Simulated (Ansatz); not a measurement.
# BiRu (zincblende): equation of state

An exercise on one series of results from a longer session: the logs are not shown, and one member is left open.

Program: Ansatz 0.2.0. Level of theory: DFT r²SCAN, scalar-relativistic, plane waves, PAW. These are calculated values, not measurements.

1 further run of the same task is left out (it didn't finish). Runs told in other sessions of the task aren't counted.

### Starting point

Symmetry: F-43m, No. 216, cubic system. The conventional cell has a = 6.046 Å, b = 6.046 Å, c = 6.046 Å, α = 90.00°, β = 90.00°, γ = 90.00°. Around Ru (site symmetry -43m) lie 4 Bi at 2.62 Å. Bi (site symmetry -43m) is surrounded by 4 Ru at 2.62 Å.

Coordinates:

```
Ru Bi
1.0
     0.00000    3.02309    3.02309
     3.02309    0.00000    3.02309
     3.02309    3.02309    0.00000
Ru Bi
1 1
Direct
  0.00000 0.00000 0.00000
  0.25000 0.25000 0.25000
```

An earlier run at r²SCAN left this cell at 27.628 Å³/atom and 0.01 GPa (10×10×10 mesh).

Volume factors to run: 0.980, 1.020, 0.960, 1.040, 1.070.

The first run:

input.yaml reads:

```yaml
crystal:
  lattice:
    - [0.0, 3.0027995912, 3.0027995912]
    - [3.0027995912, 0.0, 3.0027995912]
    - [3.0027995912, 3.0027995912, 0.0]
  atoms:
    - { symbol: Ru, position: [0.0, 0.0, 0.0] }
    - { symbol: Bi, position: [0.25, 0.25, 0.25] }
basis:
  ecutwfc: 500
  ecutrho_ratio: 4
kpoints:
  mp_grid: { grid: [10, 10, 10] }
hamiltonian:
  xc: r2scan
scf:
  occupations: { method: gaussian, width: 0.05 }
output:
  forces: true
  stress: true
  eigenvalues: true
```

Command:

```sh
> ansatz run input.yaml --threads 2 --pin off --max-ram 2662MiB --backend cpu --events-out ev --progress --plain --runs-dir out
```

Among the steps run: At 0.980 of the relaxed volume; At 1.020 of the relaxed volume; Volume × 0.960; Scaling the volume by 1.040; At 1.070 of the relaxed volume.

One table of the session follows, with a row left open; its other results are not shown here.

It belongs to the step «The fit». 

| volume (Å³/atom) | energy (meV/atom) | pressure (GPa) |
| --- | --- | --- |
| 26.523 | 13.00 | 3.92 |
| 27.076 | ? | ? |
| 27.628 | 0.00 | 0.01 |
| 28.181 | 2.87 | -1.63 |
| 28.733 | 11.09 | -3.09 |
| 29.562 | 32.14 | -4.98 |

Estimate the missing values for volume (Å³/atom) = 27.076.

Worked estimate for «energy (meV/atom)». A straight line through the neighbours (26.523, 13.00) and (27.628, 0.00) gives 13.00 + (0.00 − 13.00) × (27.076 − 26.523) / (27.628 − 26.523) = 6.49; a parabola fitted to 3 rows on both sides gives 3.37.

**Answer.** energy (meV/atom): 3.12; pressure (GPa): 1.85. In «energy (meV/atom)» the line misses by +3.37 and the parabola by +0.25.
